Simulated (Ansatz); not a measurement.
# BClF2: the cost of one run

Method: RKS B3LYP-D4/6-31G*, in Ansatz 0.2.0.

### 1 Starting point

Bond lengths: B1–Cl2 1.860 Å, B1–F3 1.320 Å, B1–F4 1.320 Å. Angles: Cl2–B1–F3 120.0°, Cl2–B1–F4 120.0°, F3–B1–F4 120.0°.

Structure file:

```xyz
4

B     0.0000    0.0000    0.0000
Cl    0.0000    0.0000    1.8600
F     1.1431    0.0000   -0.6600
F    -1.1431    0.0000   -0.6600
```

### 2 Preparing the start

File input.yaml:

```yaml
crystal:
  periodic: [false, false, false]
  atoms:
    - { symbol: B, position_ang: [0.0, 0.0, 0.0] }
    - { symbol: Cl, position_ang: [0.0, 0.0, 1.86] }
    - { symbol: F, position_ang: [1.1431, 0.0, -0.66] }
    - { symbol: F, position_ang: [-1.1431, 0.0, -0.66] }
basis:
  gaussian: { orbitals: "6-31G*" }
hamiltonian:
  xc: b3lyp
  dispersion: d4
relax:
  f_tol: 0.02
  max_steps: 40
```

Started as:

```console
> ansatz run input.yaml --threads 1 --pin off --max-ram 2048MiB --backend cpu --events-out ev --progress --plain --runs-dir out
```

What time and memory should one allow on 1 thread of AMD EPYC 7R43 (Zen 3), shared host?

About 7.8 s, with a peak of 0.13 GiB.
